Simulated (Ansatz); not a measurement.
# C₂H₂BF₂N: up Jacob's ladder to CCSD(T)

An exercise on one series of results from a longer session: the logs are not shown, and one member is left open.

Program: Ansatz 0.2.0, Gaussian basis. Level of theory: functionals in def2-TZVPP, the program's frozen cores in correlated methods. These are calculated values, not measurements.

Plan: LDA (SPW92), PBE-D4, revPBE-D4, BLYP-D4, r2SCAN-D4, B97M-V, PBE0-D4, B3LYP-D4, r2SCANh-D4, r2SCAN0-D4, HSE06-D4, BHLYP-D4, CAM-B3LYP-D4, LC-ωPBE, ωB97X-V, ωB97M-V, B2PLYP, PBE-QIDH; CCSD(T)/def2-SVP; CCSD(T)/def2-TZVPP; MP2/def2-QZVPP; extrapolation to the limit; RPA on PBE.

**The relaxed structure**

An earlier PBE0-D4 in a triple-zeta def2 set relaxation fixed the geometry.

SMILES `FBC1(F)C=N1`, 8 atoms, charge 0, spin multiplicity 1.

Atoms are counted from 1 here; the program's logs count them from 0.

Bond lengths: F1–B2 1.315 Å, B2–C3 1.550 Å, B2–H7 1.196 Å, C3–F4 1.366 Å, C3–C5 1.443 Å, C3–N6 1.515 Å, C5–N6 1.246 Å, C5–H8 1.082 Å. Angles: F1–B2–C3 119.8°, F1–B2–H7 119.4°, C3–B2–H7 120.8°, B2–C3–F4 116.7°, B2–C3–C5 124.6°, B2–C3–N6 118.9°, F4–C3–C5 115.6°, F4–C3–N6 113.4°, C5–C3–N6 49.8°, C3–C5–N6 68.1°, C3–C5–H8 150.9°, N6–C5–H8 140.6°, C3–N6–C5 62.1°.

The first run:

Input file in.yaml:

```yaml
crystal:
  periodic: [false, false, false]
  atoms:
    - {symbol: F, position_ang: [1.428399, -1.812820, -0.678061]}
    - {symbol: B, position_ang: [1.029460, -0.796839, 0.055983]}
    - {symbol: C, position_ang: [-0.175543, 0.061438, -0.405154]}
    - {symbol: F, position_ang: [-0.714862, -0.240508, -1.623095]}
    - {symbol: C, position_ang: [-1.020717, 0.830001, 0.476971]}
    - {symbol: N, position_ang: [-0.177493, 1.545206, -0.098229]}
    - {symbol: H, position_ang: [1.598196, -0.553054, 1.079506]}
    - {symbol: H, position_ang: [-1.875339, 0.909377, 1.136080]}
basis:
  gaussian: {orbitals: def2-TZVPP}
hamiltonian: {xc: lda}
output: {orbitals: {seedname: orbitals}}
```

Command:

```sh
ansatz run in.yaml --threads 2 --pin off --events-out ev --progress --plain --max-ram 4352MiB
```

Among the steps run: LDA; PBE-D4 (GGA); revPBE-D4 (GGA); BLYP-D4 (GGA); r2SCAN-D4 (meta-GGA); B97M-V (meta-GGA); B3LYP-D4 (hybrid); r2SCANh-D4 (hybrid); r2SCAN0-D4 (hybrid); HSE06-D4 (hybrid); BHLYP-D4 (hybrid); CAM-B3LYP-D4 (range-separated); LC-ωPBE (range-separated); ωB97X-V (range-separated); ωB97M-V (range-separated); B2PLYP (double hybrid); PBE-QIDH (double hybrid).

One of the session's tables, all rows but one given; the rest of the session is left out.

It belongs to the step «Orbital energies across the functionals». 

```
  functional  HOMO (eV)  LUMO (eV)  gap (eV)
 LDA (SPW92)      -7.22      -3.13      4.09
      PBE-D4      -7.02      -2.81      4.20
   revPBE-D4      -6.94      -2.69      4.24
     BLYP-D4      -6.91      -2.69      4.22
   r2SCAN-D4      -7.28      -2.57      4.71
      B97M-V      -7.40      -2.50      4.90
     PBE0-D4      -8.43      -1.76      6.67
    B3LYP-D4      -8.21      -2.02      6.19
  r2SCANh-D4      -7.81      -2.18      5.63
  r2SCAN0-D4      -8.61      -1.61      7.00
    HSE06-D4      -8.03      -2.15      5.88
    BHLYP-D4      -9.76      -0.69      9.07
CAM-B3LYP-D4      -9.84      -0.63      9.21
     LC-ωPBE     -11.15       0.64     11.80
     ωB97X-V          ?          ?         ?
     ωB97M-V     -10.70       0.37     11.07
```

Q: Estimate the row for ωB97X-V from the others.

The run gave: HOMO (eV): -10.79; LUMO (eV): 0.55; gap (eV): 11.34. In the column «HOMO (eV)» it lies between LC-ωPBE (-11.15) and ωB97M-V (-10.70).
